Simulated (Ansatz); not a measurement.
# TiSi16: the cost of one run

Method: DFT PBE+D3(BJ), plane waves, PAW, scalar-relativistic, no spin polarisation, in Ansatz 0.2.0.

### Step 1. Starting point

The cell holds 17 atoms (Si16Ti): a = 7.679 Å, b = 7.679 Å, c = 7.679 Å, α = 60.00°, β = 60.00°, γ = 60.00°.

Structure file:

```xyz
17
Lattice="0.0000 5.4300 5.4300 5.4300 0.0000 5.4300 5.4300 5.4300 0.0000" Properties=species:S:1:pos:R:3 pbc="T T T"
Si    0.0000    0.0000    0.0000
Si    1.3575    1.3575    1.3575
Si    2.7150    2.7150    0.0000
Si    4.0725    4.0725    1.3575
Si    2.7150    0.0000    2.7150
Si    4.0725    1.3575    4.0725
Si    5.4300    2.7150    2.7150
Si    6.7875    4.0725    4.0725
Si    0.0000    2.7150    2.7150
Si    1.3575    4.0725    4.0725
Si    2.7150    5.4300    2.7150
Si    4.0725    6.7875    4.0725
Si    2.7150    2.7150    5.4300
Si    4.0725    4.0725    6.7875
Si    5.4300    5.4300    5.4300
Si    6.7875    6.7875    6.7875
Ti    2.7401    5.4268    5.4397
```

### Step 2. End point A

The input, input.yaml:

```yaml
crystal:
  lattice:
    - [0.0, 5.43, 5.43]
    - [5.43, 0.0, 5.43]
    - [5.43, 5.43, 0.0]
  atoms:
    - { symbol: Si, position: [0.0, 0.0, 0.0] }
    - { symbol: Si, position: [0.125, 0.125, 0.125] }
    - { symbol: Si, position: [0.0, 0.0, 0.5] }
    - { symbol: Si, position: [0.125, 0.125, 0.625] }
    - { symbol: Si, position: [0.0, 0.5, 0.0] }
    - { symbol: Si, position: [0.125, 0.625, 0.125] }
    - { symbol: Si, position: [0.0, 0.5, 0.5] }
    - { symbol: Si, position: [0.125, 0.625, 0.625] }
    - { symbol: Si, position: [0.5, 0.0, 0.0] }
    - { symbol: Si, position: [0.625, 0.125, 0.125] }
    - { symbol: Si, position: [0.5, 0.0, 0.5] }
    - { symbol: Si, position: [0.625, 0.125, 0.625] }
    - { symbol: Si, position: [0.5, 0.5, 0.0] }
    - { symbol: Si, position: [0.625, 0.625, 0.125] }
    - { symbol: Si, position: [0.5, 0.5, 0.5] }
    - { symbol: Si, position: [0.625, 0.625, 0.625] }
    - { symbol: Ti, position: [0.7482882, 0.2534917, 0.2511231] }
basis:
  ecutwfc: 420.0
kpoints:
  mp_grid: { grid: [2, 2, 2] }
hamiltonian:
  xc: pbe
  dispersion: d3bj
  pseudopotentials: { kind: paw, azcp: { folder: soft_1 } }
scf:
  occupations: { method: gaussian, width: 0.05 }
  lower_state_search: "off"
relax:
  f_tol: 0.03
  max_steps: 60
  adjacent_minimum: "off"
output:
  write_density: true
  write_potential: true
  elf: true
  volumetric_format: npy
```

Command:

```bash
$ ansatz run input.yaml --threads 1 --pin off --max-ram 3072MiB --backend cpu --events-out ev --progress --plain --runs-dir out
```

Q: Estimate wall time and peak memory on 1 thread of Arm Neoverse V2, shared host.

About 26 s, with a peak of 0.56 GiB.
